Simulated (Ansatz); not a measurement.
**CH2AlN (SMILES [H][Al]([H])[C]#N): CAM-B3LYP/STO-3G**

What is the electronic atomisation energy of CH2AlN at CAM-B3LYP/STO-3G? 

The calculation is run with Ansatz 0.2.0.

### Step 1. The system as given

CH2AlN has 5 atoms, charge 0, and is taken as a singlet. SMILES: `[H][Al]([H])[C]#N`. The shape comes from GFN2-xTB, which is rough for such elements, and wasn't checked as a minimum.

Bond lengths: Al1–C4 1.977 Å, C4–N5 1.154 Å, Al1–H2 1.545 Å, Al1–H3 1.546 Å. Angles: Al1–C4–N5 179.7°, H2–Al1–C4 120.1°, H3–Al1–C4 120.4°, H2–Al1–H3 119.5°.

### Step 2. A single-point energy at CAM-B3LYP/STO-3G

Input file in.yaml:

```yaml
crystal:
  periodic: [false, false, false]
  atoms:
    - symbol: Al
      position_ang: [0.353320, 0.616070, 0.007940]
    - symbol: H
      position_ang: [1.897570, 0.618400, 0.058740]
    - symbol: H
      position_ang: [-0.410240, 1.959830, -0.023840]
    - symbol: C
      position_ang: [-0.634730, -1.095760, -0.014750]
    - symbol: "N"
      position_ang: [-1.205910, -2.098530, -0.028080]
basis:
  gaussian: {orbitals: STO-3G}
hamiltonian: {xc: {name: CAM-B3LYP}}
accuracy: high
```

Command:

```sh
ansatz run in.yaml --threads 1 --pin off --max-ram 2610MiB --events-out events.jsonl --progress --plain --runs-dir runs
```

Standard output:

```text
Warning: RAYON_NUM_THREADS=1 ignored (pool sized by the plan → 1); use --threads N
Functional definition: CAM-B3LYP
  name "CAM-B3LYP"
  parameter alpha = 0.19
  parameter beta = 0.46
  parameter omega = 0.33/bohr
  parameter ac = 0.81
  exchange = (1 - alpha - beta)*b88_x + beta*b88_x_sr(omega) + alpha*exact_x + beta*exact_x_lr(omega)
  correlation = (1 - ac)*vwn5_c + ac*lyp_c
373 factors; integrals over basis functions are off by at most 2.4e-9 eV
164 factors; integrals over basis functions are off by at most 1.1e-9 eV
mean field evaluation 1: about -9038.5211 eV, gradient 3.2e1 eV
mean field evaluation 2: about -9035.1812 eV, gradient 5.1e1 eV
mean field evaluation 4: about -9041.5972 eV, gradient 6.1e-1 eV
mean field evaluation 8: about -9041.5214 eV, gradient 2.6e-3 eV
mean field evaluation 16: about -9041.5214 eV, gradient 1.0e-8 eV
mean field -9041.52141213 eV, -332.2697833325 hartree, gradient 1.0e-8 eV, S^2 0.000000; 0 other end points of the search recorded, 0 dependent functions left out
reference -9041.52142508 eV, -332.2697838082 hartree; 14, 14 occupied and 7, 7 virtual orbitals, 373 factors
Total energy: -9041.52142508 eV, -332.2697838082 hartree
```

Run time: 1.4 s. Hardware: 1 thread of Arm Neoverse V1, shared host; peak memory 0.098 GiB.

### Step 3. The Al atom, same level

Input file molecule.yaml:

```yaml
crystal:
  periodic: [false, false, false]
  atoms:
    - {symbol: Al, position_ang: [0.000000, 0.000000, 0.000000]}
basis:
  gaussian:
    orbitals: STO-3G
accuracy: high
hamiltonian:
  xc: {name: CAM-B3LYP}
magnetization:
  spin_polarized: true
  initial_magnetization: 1
```

Run the same way, it converges to -239.30384 Eh (log not shown).

### Step 4. The C atom at the same level

Input file job.yaml:

```yaml
crystal:
  periodic: [false, false, false]
  atoms:
    - symbol: C
      position_ang: [0.000000, 0.000000, 0.000000]
basis:
  gaussian:
    orbitals: STO-3G
magnetization:
  spin_polarized: true
  initial_magnetization: 2
hamiltonian:
  xc: {name: CAM-B3LYP}
accuracy: high
```

Run the same way, it converges to -37.32769 Eh (log not shown).

### Step 5. The H atom at the same level

Input file job.yaml:

```yaml
crystal:
  periodic: [false, false, false]
  atoms:
    - symbol: H
      position_ang: [0.000000, 0.000000, 0.000000]
basis:
  gaussian:
    orbitals: STO-3G
magnetization:
  spin_polarized: true
  initial_magnetization: 1
hamiltonian:
  xc: {name: CAM-B3LYP}
accuracy: high
```

Command:

```sh
ansatz run job.yaml --threads 1 --pin off --max-ram 2610MiB --events-out events.jsonl --progress --plain --runs-dir runs
```

Standard output (excerpt; [...] marks lines left out):

```text
Warning: RAYON_NUM_THREADS=1 ignored (pool sized by the plan → 1); use --threads N
[... 8 set-up lines as earlier in the session ...]
1 factors; integrals over basis functions are off by at most 4.6e-10 eV
1 factors; integrals over basis functions are off by at most 3.0e-10 eV
mean field evaluation 1: about -12.5879 eV, gradient 0.0e0 eV
mean field evaluation 2: about -12.5879 eV, gradient 0.0e0 eV
mean field -12.58793461 eV, -0.4625980644 hartree, gradient 0.0e0 eV, S^2 0.750000; 0 other end points of the search recorded, 0 dependent functions left out
reference -12.58794100 eV, -0.4625982992 hartree; 1, 0 occupied and 0, 1 virtual orbitals, 1 factors
Total energy: -12.58794100 eV, -0.4625982992 hartree
```

Run time: 0.12 s. Hardware: 1 thread of Arm Neoverse V1, shared host.

### Step 6. The N atom at the same level

Input file input.yaml:

```yaml
crystal:
  periodic: [false, false, false]
  atoms:
    - {symbol: N, position_ang: [0.000000, 0.000000, 0.000000]}
basis:
  gaussian: {orbitals: STO-3G}
magnetization: {spin_polarized: true, initial_magnetization: 3}
hamiltonian: {xc: {name: CAM-B3LYP}}
accuracy: high
```

Command:

```sh
ansatz run input.yaml --threads 1 --pin off --max-ram 2610MiB --events-out events.jsonl --progress --plain --runs-dir runs
```

Standard output (excerpt; [...] marks lines left out):

```text
Warning: RAYON_NUM_THREADS=1 ignored (pool sized by the plan → 1); use --threads N
[... 8 set-up lines as earlier in the session ...]
15 factors; integrals over basis functions are off by at most 1.1e-9 eV
15 factors; integrals over basis functions are off by at most 3.5e-10 eV
mean field evaluation 1: about -1465.6661 eV, gradient 1.5e-9 eV
mean field evaluation 2: about -1465.6661 eV, gradient 9.3e-10 eV
mean field -1465.66612895 eV, -53.8622367749 hartree, gradient 0.0e0 eV, S^2 3.750000; 0 other end points of the search recorded, 0 dependent functions left out
reference -1465.66613565 eV, -53.8622370211 hartree; 5, 2 occupied and 0, 3 virtual orbitals, 15 factors
Total energy: -1465.66613565 eV, -53.8622370211 hartree
```

It took 0.24 s on 1 thread of Arm Neoverse V1, shared host.

### Step 7. Summary of results

At CAM-B3LYP/STO-3G:

| quantity | value |
| --- | --- |
| molecule: total energy | -332.26978 Eh |
| Al atom: total energy | -239.30384 Eh |
| Al atom: ⟨S²⟩ | 0.750 |
| C atom: total energy | -37.32769 Eh |
| C atom: ⟨S²⟩ | 2.000 |
| H atom: total energy | -0.46260 Eh |
| H atom: ⟨S²⟩ | 0.750 |
| N atom: total energy | -53.86224 Eh |
| N atom: ⟨S²⟩ | 3.750 |
| electronic atomisation energy | 23.152 eV |

**Reading.** Taking the molecule apart into free atoms costs 23.15 eV (2234 kJ/mol), before zero-point energy and without spin-orbit coupling. In a minimal basis such a difference can be off by several eV, whatever the method.
